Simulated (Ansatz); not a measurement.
# CH₅FGeO₂: a ladder of functionals and wavefunction methods

The task here is to estimate one member of a computed series from the others.

The runs use Ansatz 0.2.0, Gaussian basis; functionals in def2-TZVPP, the program's frozen cores in correlated methods.

Plan: PBE-D4, r2SCAN-D4, PBE0-D4, B3LYP-D4, ωB97X-V, ωB97M-V, B2PLYP; CCSD(T)/def2-TZVPP; MP2/def2-QZVPP; extrapolation to the limit.

### The geometry

The geometry comes from an earlier relaxation with PBE0-D4 in a triple-zeta def2 set; it is a stationary point, not always the lowest conformer.

SMILES `[OH][GeH]([OH])[CH2]F`, 10 atoms, charge 0, spin multiplicity 1.

Atoms are counted from 1 here; the program's logs count them from 0.

Bond lengths: O1–Ge2 1.778 Å, O1–H6 0.960 Å, Ge2–O3 1.775 Å, Ge2–C4 1.964 Å, Ge2–H7 1.534 Å, O3–H8 0.960 Å, C4–F5 1.385 Å, C4–H9 1.094 Å, C4–H10 1.093 Å. Angles: Ge2–O1–H6 112.4°, O1–Ge2–O3 109.1°, O1–Ge2–C4 110.2°, O1–Ge2–H7 105.3°, O3–Ge2–C4 104.5°, O3–Ge2–H7 112.5°, C4–Ge2–H7 115.2°, Ge2–O3–H8 113.5°, Ge2–C4–F5 110.2°, Ge2–C4–H9 110.0°, Ge2–C4–H10 110.3°, F5–C4–H9 108.6°, F5–C4–H10 108.7°, H9–C4–H10 109.0°.

Set-up of the first run:

Contents of in.yaml:

```yaml
crystal:
  periodic: [false, false, false]
  atoms:
    - {symbol: O, position_ang: [0.305907, 1.611461, 1.084914]}
    - {symbol: Ge, position_ang: [0.323443, -0.077975, 0.531563]}
    - {symbol: O, position_ang: [-1.132107, -0.900275, 1.129232]}
    - {symbol: C, position_ang: [0.162375, -0.151556, -1.424659]}
    - {symbol: F, position_ang: [0.553895, -1.395601, -1.891146]}
    - {symbol: H, position_ang: [-0.563617, 2.012362, 1.010846]}
    - {symbol: H, position_ang: [1.613595, -0.678970, 1.103309]}
    - {symbol: H, position_ang: [-1.099328, -1.103158, 2.066657]}
    - {symbol: H, position_ang: [-0.876228, 0.021252, -1.721271]}
    - {symbol: H, position_ang: [0.795166, 0.611260, -1.886443]}
basis:
  gaussian: {orbitals: def2-TZVPP}
hamiltonian: {xc: pbe, dispersion: d4}
output: {forces: true, orbitals: {seedname: orbitals}}
```

Started as:

```sh
ansatz run in.yaml --threads 4 --pin off --events-out ev --progress --plain --max-ram 10444MiB
```

Steps of the session up to this table: PBE-D4 (GGA); r2SCAN-D4 (meta-GGA); PBE0-D4 (hybrid); B3LYP-D4 (hybrid); ωB97X-V (range-separated); ωB97M-V (range-separated); B2PLYP (double hybrid); CCSD(T) in def2-TZVPP; MP2 in def2-QZVPP.

One of the session's tables, all rows but one given; the rest of the session is left out.

It belongs to the step «Atomisation energies». 

```
            method  atomisation energy (kcal/mol)
            PBE-D4                          865.3
         r2SCAN-D4                          850.3
           PBE0-D4                          841.4
          B3LYP-D4                          842.7
           ωB97X-V                          851.7
           ωB97M-V                          848.2
            B2PLYP                          838.8
     HF/def2-TZVPP                              ?
    MP2/def2-TZVPP                          852.4
   CCSD/def2-TZVPP                          816.8
CCSD(T)/def2-TZVPP                          831.5
           MP2/CBS                          875.3
       CCSD(T)/CBS                          854.3
```

Estimate the missing values for HF/def2-TZVPP.

**Answer.** atomisation energy (kcal/mol): 582.9. In the column «atomisation energy (kcal/mol)» it is the lowest.

Limits of these values: Free atoms (2 O, 1 Ge, 1 C, 1 F, 5 H) were run apart at each level; the atomisation energy is their sum less the molecule, without zero-point or spin-orbit terms.
